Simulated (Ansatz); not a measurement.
# ZrC: properties at the relaxed cell

One table from this session's results is given with a row withheld; the runs are named, their logs left out.

The COD entry's cell or inner coordinates are ideal or old and differ from later refinements, so a difference from it is no clean test against experiment.

Computed with Ansatz 0.2.0 (DFT PBEsol, scalar-relativistic, plane waves, PAW, unless a step's input says otherwise).

2 further runs of the same task are left out: 2 set aside as unsound or not needed.

### The structure to begin with

It takes space group Fm-3m (No. 225, cubic). The conventional cell has a = 4.669 Å, b = 4.669 Å, c = 4.669 Å, α = 90.00°, β = 90.00°, γ = 90.00°. Around Zr (site symmetry m-3m) lie 6 C at 2.33 Å. C (site symmetry m-3m) is surrounded by 6 Zr at 2.33 Å.

Structure file:

```cif
data_structure
_symmetry_space_group_name_H-M 'P 1'
_symmetry_Int_Tables_number 1
_cell_length_a 3.3016
_cell_length_b 3.3016
_cell_length_c 3.3016
_cell_angle_alpha 60.000
_cell_angle_beta 60.000
_cell_angle_gamma 60.000
_cell_volume 25.45
loop_
_atom_site_label
_atom_site_type_symbol
_atom_site_fract_x
_atom_site_fract_y
_atom_site_fract_z
_atom_site_occupancy
Zr1 Zr 0.50000 0.50000 0.50000 1
C1 C 0.00000 0.00000 0.00000 1
```

It is the result of an earlier relaxation at this level (volume 12.72 Å³/atom; gap on the mesh: none (metal)).

Set-up of the first run:

input.yaml reads:

```yaml
crystal:
  lattice:
    - [0.0, 2.334562934, 2.334562934]
    - [2.334562934, 0.0, 2.334562934]
    - [2.334562934, 2.334562934, 0.0]
  atoms:
    - { symbol: Zr, position: [0.5, 0.5, 0.5] }
    - { symbol: C, position: [0.0, 0.0, 0.0] }
basis:
  ecutwfc: 420
kpoints:
  mp_grid: { grid: [16, 16, 16] }
  band_path:
    path:
      - [[0.0, 0.0, 0.0], [0.5, 0.0, 0.5], [0.625, 0.25, 0.625]]
      - [[0.375, 0.375, 0.75], [0.0, 0.0, 0.0], [0.5, 0.5, 0.5], [0.5, 0.25, 0.75], [0.5, 0.0, 0.5]]
    npoints: 14
hamiltonian:
  xc: pbesol
scf:
  occupations: { method: gaussian, width: 0.1 }
  n_extra_bands: 6
output:
  forces: true
  stress: true
  eigenvalues: true
  populations: true
  dos: { projected: true, de: 0.02, nscf_kmesh: { grid: [24, 24, 24] } }
  bader: true
  write_density: true
  write_potential: true
  elf: true
  volumetric_format: npy
```

Started as:

```sh
ansatz run input.yaml --threads 1 --pin off --max-ram 2560MiB --backend cpu --events-out ev --progress --plain --runs-dir out
```

Among the steps run: Electronic structure at the relaxed geometry; Volume × 0.97; The cell scaled to 1.03 of its volume; Volume × 0.94; Point at V/V0 = 1.06.

One of the session's tables, all rows but one given; the rest of the session is left out.

It belongs to the step «Equation of state». 

```
volume (Å³/atom)  energy above the lowest point (meV/atom)  pressure (GPa)
          11.960                                      37.1           16.49
          12.342                                       8.7            7.59
          12.724                                       0.0           -0.05
          13.106                                         ?               ?
          13.487                                      30.9          -12.26
```

Estimate the missing values for volume (Å³/atom) = 13.106.

Worked estimate for «energy above the lowest point (meV/atom)». A straight line through the neighbours (12.724, 0.0) and (13.487, 30.9) gives 0.0 + (30.9 − 0.0) × (13.106 − 12.724) / (13.487 − 12.724) = 15.5; a parabola fitted to 3 rows on both sides gives 7.4.

As computed: energy above the lowest point (meV/atom): 8.2; pressure (GPa): -6.62. In «energy above the lowest point (meV/atom)» the line misses by +7.3 and the parabola by -0.8.
